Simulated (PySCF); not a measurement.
**Rh(OH)₂: relaxation and vibrations of the doublet**

Where does doublet Rh(OH)₂ go from a PBE0 minimum start, is the end point a minimum, and what are its modes, charges and moments?

Program: PySCF 2.14.0. Level of theory: PBE0, basis Rh def2-SVP with ECP28, O def2-SVP, H def2-SVP, scalar-relativistic core potentials, no spin–orbit coupling, density fitting. These are calculated values, not measurements.

## (1) Where the work starts

5 atoms, charge 0, spin multiplicity 2.

Bond lengths: Rh1–O2 1.845 Å, Rh1–O3 1.845 Å, O2–H4 0.968 Å, O3–H5 0.968 Å. Angles: O2–Rh1–O3 137.3°, Rh1–O2–H4 117.2°, Rh1–O3–H5 117.2°.

```xyz
5
charge 0 multiplicity 2
Rh    0.0000   -0.0002   -0.1737
O     1.7175    0.0383    0.4982
O    -1.7173   -0.0374    0.4989
H     2.0316   -0.7552    0.9540
H    -2.0312    0.7570    0.9533
```

## (2) First SCF at the start

One driver script runs all steps and calls PySCF; scf.py shows how it sets up the SCF of each step. The optimiser is the driver's own. After this first run the driver tries any further starts and a stability analysis.

Input file scf.py:

```python
from pyscf import gto, scf, dft
mol = gto.M(atom='''
Rh    -0.000031    -0.000166    -0.173672
O      1.717475     0.038324     0.498237
O     -1.717295    -0.037370     0.498929
H      2.031555    -0.755211     0.954010
H     -2.031210     0.757037     0.953295''',
    basis={'Rh': 'def2-SVP', 'O': 'def2-SVP', 'H': 'def2-SVP'},
    ecp={'Rh': 'def2-SVP'},
    charge=0, spin=1)
mf = dft.UKS(mol, xc='PBE0')
mf.grids.atom_grid = (50, 194)
aux = {'Rh': 'def2-universal-JKFIT', 'O': 'def2-universal-JKFIT', 'H': 'def2-universal-JKFIT'}
mf = mf.density_fit(auxbasis=aux)
mf.conv_tol = 1e-08
mf.diis_space = 10
mf.max_cycle = 60
mf.init_guess = 'minao'
mf.verbose = 4
mf.kernel()
```

Command:

```sh
OMP_NUM_THREADS=2 python axn.py task.json out
```

The program printed:

```text
init E= -251.890071713303
[... the frontier-level lines of each cycle are left out ...]
cycle= 1 E= -261.151724448287  delta_E= -9.26  |g|= 1.05  |ddm|= 2.28
cycle= 2 E= -250.376017041682  delta_E= 10.8  |g|= 3.02  |ddm|=  5.4
cycle= 3 E= -261.463632211444  delta_E= -11.1  |g|= 0.867  |ddm|= 5.28
cycle= 4 E= -261.742138560871  delta_E= -0.279  |g|= 0.42  |ddm|= 0.499
cycle= 5 E= -261.844500536377  delta_E= -0.102  |g|= 0.0969  |ddm|= 0.468
cycle= 6 E= -261.849270657994  delta_E= -0.00477  |g|= 0.024  |ddm|= 0.0965
cycle= 7 E= -261.849875720562  delta_E= -0.000605  |g|= 0.00902  |ddm|= 0.0501
cycle= 8 E= -261.850217239581  delta_E= -0.000342  |g|= 0.00646  |ddm|= 0.0536
cycle= 9 E= -261.850443487738  delta_E= -0.000226  |g|= 0.00428  |ddm|= 0.0534
cycle= 10 E= -261.850571368256  delta_E= -0.000128  |g|= 0.00181  |ddm|= 0.0639
cycle= 11 E= -261.85057749928  delta_E= -6.13e-06  |g|= 0.00148  |ddm|= 0.0067
cycle= 12 E= -261.850584440432  delta_E= -6.94e-06  |g|= 0.000634  |ddm|= 0.00825
cycle= 13 E= -261.850588758085  delta_E= -4.32e-06  |g|= 0.000516  |ddm|= 0.00718
cycle= 14 E= -261.850594337917  delta_E= -5.58e-06  |g|= 0.000416  |ddm|= 0.01
cycle= 15 E= -261.850601262296  delta_E= -6.92e-06  |g|= 0.000296  |ddm|= 0.0171
cycle= 16 E= -261.850604627777  delta_E= -3.37e-06  |g|= 0.000215  |ddm|= 0.0139
cycle= 17 E= -261.850605776095  delta_E= -1.15e-06  |g|= 0.000191  |ddm|= 0.00601
cycle= 18 E= -261.850606152524  delta_E= -3.76e-07  |g|= 0.000147  |ddm|= 0.00218
cycle= 19 E= -261.850606993876  delta_E= -8.41e-07  |g|= 0.000107  |ddm|= 0.00672
cycle= 20 E= -261.850607411547  delta_E= -4.18e-07  |g|= 6.4e-05  |ddm|= 0.00521
cycle= 21 E= -261.850607557273  delta_E= -1.46e-07  |g|= 3.02e-05  |ddm|= 0.00361
cycle= 22 E= -261.850607576046  delta_E= -1.88e-08  |g|= 1.13e-05  |ddm|= 0.00155
cycle= 23 E= -261.850607576879  delta_E= -8.33e-10  |g|= 1.17e-05  |ddm|= 0.000305
Extra cycle  E= -261.850607576595  delta_E= 2.84e-10  |g|= 2.92e-05  |ddm|= 3.05e-05
converged SCF energy = -261.850607576595  <S^2> = 0.79071792  2S+1 = 2.0403117
```

This step, with its further starts and checks, ran for 13 s (2 threads of Intel Xeon 6975P-C (Granite Rapids), shared host).

The starts that the driver tried:

```tsv
start	energy (Eh)
the minimal-basis guess	-261.850608
a thermally smeared density	-261.850608
a smeared PBE density	-261.850608
```

No lower solution of this spin turned up from the other starts or in the test of internal stability.

## (3) Relaxing the doublet from the PBE0 minimum start

The program finds C2 symmetry in the start, which this walk keeps. The walk stops when the largest gradient is under 0.0003 Eh/bohr and the energy has settled too.

scf.py, as its differences from that of step 2:

```diff
@@ -6,2 +6,2 @@
-H      2.031555    -0.755211     0.954010
-H     -2.031210     0.757037     0.953295''',
+H      2.031554    -0.755211     0.954010
+H     -2.031211     0.757037     0.953295''',
@@ -18 +17,0 @@
-mf.init_guess = 'minao'
```

Steps of the walk:

```tsv
step	energy (Eh)	change (kJ/mol)	largest symmetric gradient (Eh/bohr)
0	-261.850608	0.00	0.00003
```

The walk took 1.2 s.

End point (C2, 0 steps, 0.0 kJ/mol gained): O–H 0.968 Å (×2), Rh–O 1.845 Å (×2); H–O–Rh 117.2° (×2), O–Rh–O 137.3°.

## (4) Is it a minimum? Harmonic modes

The point is checked on the finer grid, and tightened if its gradient asks for it. The Hessian and the dipole derivatives come from central differences of analytic gradients, with steps of 0.02 bohr.

scf.py, as its differences from that of step 3:

```diff
@@ -12 +12 @@
-mf.grids.atom_grid = (50, 194)
+mf.grids.atom_grid = (75, 302)
@@ -15 +15 @@
-mf.conv_tol = 1e-08
+mf.conv_tol = 1e-10
```

The driver hands on the density of the step before, so the log starts near convergence.

Log of the central SCF (cycles and frontier levels):

```text
init E= -261.850618354577
[... the frontier-level lines of each cycle are left out ...]
cycle= 1 E= -261.850618353767  delta_E= 8.1e-10  |g|= 4.58e-05  |ddm|= 4.98e-05
cycle= 2 E= -261.850618348024  delta_E= 5.74e-09  |g|= 0.000122  |ddm|= 0.000128
cycle= 3 E= -261.850618354715  delta_E= -6.69e-09  |g|= 2.16e-06  |ddm|= 9.18e-05
cycle= 4 E= -261.850618354718  delta_E= -2.73e-12  |g|= 4.36e-07  |ddm|= 2.31e-06
Extra cycle  E= -261.850618354719  delta_E= -6.82e-13  |g|= 6.72e-07  |ddm|= 2.62e-06
converged SCF energy = -261.850618354719  <S^2> = 0.79071407  2S+1 = 2.0403079
```

The whole step took 2.6 min.

Geometry: C2; O–H 0.968 Å (×2), Rh–O 1.845 Å (×2); H–O–Rh 117.2° (×2), O–Rh–O 137.3°.

Harmonic modes (main isotopes):

```
symmetry  ω (cm⁻¹)  IR (km/mol)
       a       117          0.6
       a       463          151
       b       510         27.2
       b       659          201
       a       680         25.7
       b       805          180
       a       882          0.4
       b      3830          156
       a      3832         45.3
```

All wavenumbers are real: a minimum.

Constants and moments:

| Item | Value |
| --- | --- |
| Dipole moment | 0.26 D |
| Highest occupied level | -6.65 eV |
| Lowest empty level | -3.06 eV |
| Rotational constants | 1.198, 0.1623, 0.1459 cm⁻¹ |
| Zero-point energy | 70.4 kJ/mol |
| Principal polarisabilities | 29.4, 35.0, 51.0 bohr³ |
| Atomisation energy without zero-point energy | 1444 kJ/mol |
| Principal traceless quadrupole moments about the centre of mass | -9.71, 1.12, 8.59 D Å |
| Entropy at 298.15 K and 1 bar (electronic part: spin only) | 292.1 J/(mol K) |
| Heat capacity Cp at 298.15 K | 64.4 J/(mol K) |
| Enthalpy at 298.15 K above 0 K | 14.01 kJ/mol |
| Rotational symmetry number | 2 |
| Spin squared ⟨S²⟩ | 0.791 |

Charges (e) and bond orders:

| atom | Mulliken | Löwdin | polar tensor | spin (Mulliken) | Mayer order to Rh1 |
| --- | --- | --- | --- | --- | --- |
| Rh1 | 0.42 | -0.01 | 0.93 | 0.93 | – |
| O2,3 | -0.42 | -0.10 | -0.74 | 0.04 | 1.18 |
| H4,5 | 0.21 | 0.10 | 0.27 | 0.00 | 0.02 |

Mulliken populations on Rh1 (outside its core potential): s 2.50, p 6.29, d 7.78, f 0.01.

## (5) Results

| quantity | value |
| --- | --- |
| minimum | doublet, C2 |
| geometry | O–H 0.968 Å (×2), Rh–O 1.845 Å (×2); H–O–Rh 117.2° (×2), O–Rh–O 137.3° |
| wavenumbers (cm⁻¹) | 117 (a), 463 (a), 510 (b), 659 (b), 680 (a), 805 (b), 882 (a), 3830 (b), 3832 (a) |
| dipole moment | 0.26 D |
| highest occupied, lowest empty level (either spin) | -6.65, -3.06 eV |
| polar-tensor charge of Rh1 | +0.93 e |
| zero-point energy | 70.4 kJ/mol |
| entropy at 298.15 K | 292.1 J/(mol K) |
| atomisation energy (no zero-point energy) | 1444 kJ/mol |
| ⟨S²⟩ | 0.791 |

In words: The molecule stays C2, as typed, and the end point is a minimum. The strongest infrared band lies at 659 cm⁻¹ (b). Most of the spin sits on Rh1 (Mulliken spin 0.93, against 1 for the whole molecule). Other starts or spin states, not run here, may lie lower. One determinant may miss the lowest occupation of an open d or f shell.

The search up to here took 2.9 min.
